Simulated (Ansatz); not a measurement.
# CH₇BN₂Si: up Jacob's ladder to CCSD(T)

One table from this session's results is given with a row withheld; the runs are named, their logs left out.

Program: Ansatz 0.2.0, Gaussian basis. Level of theory: functionals in def2-TZVPP, the program's frozen cores in correlated methods. These are calculated values, not measurements.

Levels to be run: PBE-D4, r2SCAN-D4, PBE0-D4, B3LYP-D4, ωB97X-V, ωB97M-V, B2PLYP; CCSD(T)/def2-TZVPP; MP2/def2-QZVPP; extrapolation to the limit.

### The geometry

The geometry comes from an earlier relaxation with PBE0-D4 in a triple-zeta def2 set; it is a stationary point, not always the lowest conformer.

SMILES `BN[SiH]1CN1`, 12 atoms, charge 0, spin multiplicity 1.

Atoms are counted from 1 here; the program's logs count them from 0.

Bond lengths: B1–N2 1.400 Å, B1–H6 1.197 Å, B1–H7 1.198 Å, N2–Si3 1.727 Å, N2–H8 1.011 Å, Si3–C4 1.824 Å, Si3–N5 1.698 Å, Si3–H9 1.475 Å, C4–N5 1.506 Å, C4–H10 1.088 Å, C4–H11 1.091 Å, N5–H12 1.007 Å. Angles: N2–B1–H6 119.8°, N2–B1–H7 118.8°, H6–B1–H7 121.4°, B1–N2–Si3 126.0°, B1–N2–H8 117.9°, Si3–N2–H8 116.0°, N2–Si3–C4 125.6°, N2–Si3–N5 116.8°, N2–Si3–H9 108.8°, C4–Si3–N5 50.5°, C4–Si3–H9 120.7°, N5–Si3–H9 123.7°, Si3–C4–N5 60.4°, Si3–C4–H10 124.8°, Si3–C4–H11 118.0°, N5–C4–H10 114.0°, N5–C4–H11 116.7°, H10–C4–H11 112.4° and more.

Coordinates:

| atom | x (Å) | y (Å) | z (Å) |
| --- | --- | --- | --- |
| B1 | -0.72855 | -2.06624 | 1.14296 |
| N2 | -0.01515 | -0.87966 | 0.93226 |
| Si3 | -0.04721 | 0.08357 | -0.50083 |
| C4 | 0.09904 | 1.90039 | -0.56230 |
| N5 | 1.31681 | 1.04809 | -0.80578 |
| H6 | -0.63283 | -2.63920 | 2.18931 |
| H7 | -1.42487 | -2.48524 | 0.26297 |
| H8 | 0.57254 | -0.54053 | 1.68219 |
| H9 | -0.78148 | -0.64970 | -1.54896 |
| H10 | 0.17904 | 2.54739 | 0.30892 |
| H11 | -0.31848 | 2.41793 | -1.42683 |
| H12 | 1.85815 | 1.20799 | -1.63972 |

The first run:

Input file in.yaml:

```yaml
crystal:
  periodic: [false, false, false]
  atoms:
    - {symbol: B, position_ang: [-0.728549, -2.066241, 1.142957]}
    - {symbol: N, position_ang: [-0.015148, -0.879657, 0.932264]}
    - {symbol: Si, position_ang: [-0.047212, 0.083575, -0.500831]}
    - {symbol: C, position_ang: [0.099037, 1.900387, -0.562301]}
    - {symbol: N, position_ang: [1.316805, 1.048090, -0.805779]}
    - {symbol: H, position_ang: [-0.632833, -2.639203, 2.189312]}
    - {symbol: H, position_ang: [-1.424870, -2.485236, 0.262966]}
    - {symbol: H, position_ang: [0.572535, -0.540526, 1.682194]}
    - {symbol: H, position_ang: [-0.781476, -0.649701, -1.548956]}
    - {symbol: H, position_ang: [0.179043, 2.547392, 0.308924]}
    - {symbol: H, position_ang: [-0.318478, 2.417934, -1.426831]}
    - {symbol: H, position_ang: [1.858147, 1.207988, -1.639721]}
basis:
  gaussian: {orbitals: def2-TZVPP}
hamiltonian: {xc: pbe, dispersion: d4}
output: {forces: true, orbitals: {seedname: orbitals}}
```

Started as:

```console
$ ansatz run in.yaml --threads 4 --pin off --events-out ev --progress --plain --max-ram 10444MiB
```

Among the steps run: PBE-D4 (GGA); r2SCAN-D4 (meta-GGA); PBE0-D4 (hybrid); B3LYP-D4 (hybrid); ωB97X-V (range-separated); ωB97M-V (range-separated); B2PLYP (double hybrid); CCSD(T) in def2-TZVPP; MP2 in def2-QZVPP.

One of the session's tables, all rows but one given; the rest of the session is left out.

```
            method  atomisation energy (kJ/mol)
            PBE-D4                       4471.0
         r2SCAN-D4                       4383.0
           PBE0-D4                       4392.5
          B3LYP-D4                       4405.4
           ωB97X-V                       4410.7
           ωB97M-V                       4412.2
            B2PLYP                       4345.9
     HF/def2-TZVPP                       3121.4
    MP2/def2-TZVPP                       4305.6
   CCSD/def2-TZVPP                       4175.5
CCSD(T)/def2-TZVPP                       4241.2
           MP2/CBS                            ?
       CCSD(T)/CBS                       4370.9
```

**Question.** Estimate the row for MP2/CBS.

As computed: atomisation energy (kJ/mol): 4435.4. In the column «atomisation energy (kJ/mol)» it lies between ωB97M-V (4412.2) and PBE-D4 (4471.0).

To keep in mind: Free atoms (1 B, 2 N, 1 Si, 1 C, 7 H) were run apart at each level; the atomisation energy is their sum less the molecule, without zero-point or spin-orbit terms.
